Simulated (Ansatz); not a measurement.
CdInS2 in Ansatz: convergence with xc grid

CdInS2:

```
CELL_PARAMETERS angstrom
3.86950 0.00000 0.00000
-1.93475 3.35108 0.00000
0.00000 0.00000 6.81053
ATOMIC_POSITIONS crystal
In 0.00000 0.00000 0.50000
Cd 0.00000 0.00000 0.00000
S 0.33333 0.66667 0.24495
S 0.66667 0.33333 0.75505
```

The cell comes from a database or a generator and needn't be the stable form of this composition.

* Program: Ansatz 0.2.0
* Task: convergence study
* Functional: PBE
* Potentials or basis: Ansatz NC with PseudoDojo standard (PBE files)
* Cutoff: 1071 eV (not typed: the program's choice for these potentials)
* k mesh: 7 × 7 × 4
* Occupations: fermi-dirac, width 0.1 eV
* Spin: no spin polarisation

These are the settings of the first run; the series varies xc grid, with any setting tied to it.

Hardware: 2 threads of Arm Neoverse V1, on a shared host.

| xc grid | energy less the tightest run, at zero smearing (meV/atom) | SCF cycles | CPU time (s) | peak memory (GiB) |
| --- | --- | --- | --- | --- |
| 1 | 0.00 | 8 | 14 | 0.51 |
| 2 | 0.00 | 8 | 14 | 0.55 |
| 3 | 0.00 | 8 | 15 | 0.65 |
| 4 | 0.00 | 8 | 16 | 0.9 |
| 5 | 0.00 | 8 | 18 | 1.3 |

Against the tightest run, the energy stays within 1 meV/atom from 1 on. The tightest run that finished is the yardstick and may itself not be fully converged.
